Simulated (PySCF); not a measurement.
# H16LaO8 (La(H2O)83+): the cost of one run

The runs use PySCF 2.14.0; PBE, La lcecp-1-SVP with ECP46, O def2-SVP, H def2-SVP; scalar-relativistic core potentials, no spin–orbit coupling.

2 further runs of the same task are left out: 1 for a known fault of the program, 1 that didn't finish.

### 1 The starting structure

25 atoms, charge 3, spin multiplicity 1.

Bond lengths: La1–O2 2.600 Å, La1–O5 2.600 Å, La1–O8 2.600 Å, La1–O11 2.600 Å, La1–O14 2.600 Å, La1–O17 2.600 Å, La1–O20 2.600 Å, La1–O23 2.600 Å, O2–H3 0.970 Å, O2–H4 0.970 Å, O5–H6 0.970 Å, O5–H7 0.970 Å, O8–H9 0.970 Å, O8–H10 0.970 Å, O11–H12 0.970 Å, O11–H13 0.970 Å, O14–H15 0.970 Å, O14–H16 0.970 Å and more. Angles: O2–La1–O5 74.6°, O2–La1–O8 118.0°, O2–La1–O11 74.6°, O2–La1–O14 75.2°, O2–La1–O17 141.7°, O2–La1–O20 141.7°, O2–La1–O23 75.2°, O5–La1–O8 74.6°, O5–La1–O11 118.0°, O5–La1–O14 75.2°, O5–La1–O17 75.2°, O5–La1–O20 141.7°, O5–La1–O23 141.7°, O8–La1–O11 74.6°, O8–La1–O14 141.7°, O8–La1–O17 75.2°, O8–La1–O20 75.2°, O8–La1–O23 141.7° and more.

Coordinates:

```xyz
25
H16LaO8
La    0.0000    0.0000    0.0000
O     2.2290    0.0000    1.3385
H     2.3384    0.0000    2.3024
H     3.1312    0.0000    0.9822
O     0.0000    2.2290    1.3385
H     0.0000    2.3384    2.3024
H     0.0000    3.1312    0.9822
O    -2.2290    0.0000    1.3385
H    -2.3384    0.0000    2.3024
H    -3.1312    0.0000    0.9822
O     0.0000   -2.2290    1.3385
H     0.0000   -2.3384    2.3024
H     0.0000   -3.1312    0.9822
O     1.5761    1.5761   -1.3385
H     2.2141    2.2141   -0.9822
H     1.6535    1.6535   -2.3024
O    -1.5761    1.5761   -1.3385
H    -2.2141    2.2141   -0.9822
H    -1.6535    1.6535   -2.3024
O    -1.5761   -1.5761   -1.3385
H    -2.2141   -2.2141   -0.9822
H    -1.6535   -1.6535   -2.3024
O     1.5761   -1.5761   -1.3385
H     2.2141   -2.2141   -0.9822
H     1.6535   -1.6535   -2.3024
```

Formal oxidation states: La +3. The 4f shell is empty and lies in the core potential.

### 2 SCF at the start, singlet

Contents of run.py (the lines that set the calculation):

```python
mol = gto.M(atom='''
La     0.00000     0.00000     0.00000
O      2.22900     0.00000     1.33850
H      2.33840     0.00000     2.30240
H      3.13120     0.00000     0.98220
O      0.00000     2.22900     1.33850
H      0.00000     2.33840     2.30240
H      0.00000     3.13120     0.98220
O     -2.22900     0.00000     1.33850
H     -2.33840     0.00000     2.30240
H     -3.13120     0.00000     0.98220
O      0.00000    -2.22900     1.33850
H      0.00000    -2.33840     2.30240
H      0.00000    -3.13120     0.98220
O      1.57610     1.57610    -1.33850
H      2.21410     2.21410    -0.98220
H      1.65350     1.65350    -2.30240
O     -1.57610     1.57610    -1.33850
H     -2.21410     2.21410    -0.98220
H     -1.65350     1.65350    -2.30240
O     -1.57610    -1.57610    -1.33850
H     -2.21410    -2.21410    -0.98220
H     -1.65350    -1.65350    -2.30240
O      1.57610    -1.57610    -1.33850
H      2.21410    -2.21410    -0.98220
H      1.65350    -1.65350    -2.30240''',
    basis={'La': 'lcecp-1-SVP', 'O': 'def2-SVP', 'H': 'def2-SVP'},
    ecp={'La': 'lcecp-1-SVP'},
    charge=3, spin=0)
mf = dft.RKS(mol, xc='PBE')
mf.grids.atom_grid = (50, 194)  # f atoms: unpruned, at least (60, 302)
mf = mf.density_fit()  # fitting sets: La AutoAux, O def2-universal-JKFIT, H def2-universal-JKFIT
mf.conv_tol = 1e-08; mf.max_cycle = 55
mf.kernel(dm0)  # dm0: free metal ions and neutral atoms
```

On the command line:

```console
$ OMP_NUM_THREADS=4 python run.py
```

**Question.** How long does this run take on 4 threads of Arm Neoverse V2, shared host, and how much memory does it need?

About 19 s, with a peak of 1.6 GiB.
